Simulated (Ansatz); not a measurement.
Write a Python script for the Python package of Ansatz (0.2.0) that makes a single point from a YAML input of Ca2Zn, space group P4_2/mnm. Settings: r2SCAN, PAW, the default cutoff (500 eV here), 3×3×6 k-points, Fermi-Dirac smearing of 0.1 eV.

The script reads `scf.yaml`:
```yaml
crystal:
  lattice:
    - [7.458488, 0.0, 0.0]
    - [0.0, 7.458488, 0.0]
    - [0.0, 0.0, 3.948378]
  atoms:
    - { symbol: Ca, position: [0.282156, 0.282156, 0.0] }
    - { symbol: Ca, position: [0.717844, 0.717844, 0.0] }
    - { symbol: Ca, position: [0.217844, 0.782156, 0.5] }
    - { symbol: Ca, position: [0.782156, 0.217844, 0.5] }
    - { symbol: Zn, position: [0.0, 0.0, 0.0] }
    - { symbol: Zn, position: [0.5, 0.5, 0.5] }
kpoints:
  mp_grid: { grid: [3, 3, 6] }
hamiltonian:
  xc: r2scan
scf:
  occupations: { method: fermi_dirac, width: 0.1 }
output:
  forces: true
```

`ca2zn.py`:
```python
"""Run a YAML input for Ca2Zn from Python."""

import ansatz as az
import numpy as np
import yaml

with open("scf.yaml") as handle:
    tree = yaml.safe_load(handle)
print("sections:", list(tree))
out = az.Session.from_dict(tree).plan(threads=1).execute()
summary = out.report

n_atoms = len(summary["lattice"]["sites"])
print("F =", round(summary["free_energy_ev"], 4), "eV for", n_atoms, "atoms")
print("E(sigma -> 0) =", round(summary["energy_sigma0_ev"], 4), "eV, TS =", round(summary["entropy_ts_ev"], 5), "eV")
print("closed by", summary["closed_by"], "after", summary["n_iterations"], "iterations")

# forces in eV per angstrom
forces = np.array(summary["forces_ev_ang"])
norms = np.linalg.norm(forces, axis=1)
print("largest force {:.4f} eV/A on atom {}".format(norms.max(), norms.argmax()))
print(np.array2string(forces, precision=4, suppress_small=True))

print("energy terms (eV)")
for term, value in summary["components"].items():
    if abs(value) > 1e-9:
        print(f"  {term:26s} {value:16.5f}")
```

```console
$ python ca2zn.py
sections: ['crystal', 'kpoints', 'hamiltonian', 'scf', 'output']
DeckWarning: basis.ecutwfc = 500 eV, auto-derived from the records' recommended cutoffs: set by Ca (their level for a meta-GGA)
F = -13938.2212 eV for 6 atoms
E(sigma -> 0) = -13938.1358 eV, TS = 0.17086 eV
closed by deck_thresholds after 8 iterations
largest force 0.0499 eV/A on atom 3
[[ 0.0353  0.0353 -0.    ]
 [-0.0353 -0.0353  0.    ]
 [-0.0353  0.0353  0.    ]
 [ 0.0353 -0.0353 -0.    ]
 [ 0.     -0.     -0.    ]
 [-0.     -0.     -0.    ]]
energy terms (eV)
  e_band                           -779.69731
  e_kinetic                        1361.85037
  e_local                         -7961.07173
  e_nonlocal                       1474.54183
  e_hartree                        3105.21985
  e_xc                             -788.82484
  e_vxc                            -875.91776
  e_paw                           -7141.72349
  e_vpaw                          -1043.36688
  e_augmentation_tail                -0.00013
  e_vtau                             53.82256
  e_ewald                         -3986.79431
  e_core_change                      -1.24790
  e_smearing                         -0.17086
```
(Warnings from the package without file and line, repeats left out.)

Reading the output:
- Total energies depend on the potentials; only differences at equal settings carry meaning. A total without «per atom» is that of the cell as typed.
- The energy terms are those on the plane-wave grid, with the one-centre PAW part apart; e_band, e_vxc and e_vpaw aren't summands of the total.
- The mesh is modest for a metal, so energies can be off by several to tens of meV an atom and pressures by half a GPa or more; differences at equal mesh fare better.
- This cell is a computed structure, which may not be the phase found in nature.
- Levels are Kohn-Sham eigenvalues on this mesh.
- It ran for 13 s on 1 thread of Arm Neoverse V2 (shared host), peak memory 0.98 GiB.

(Lines on the test bed's own set-up are left out of the output.)
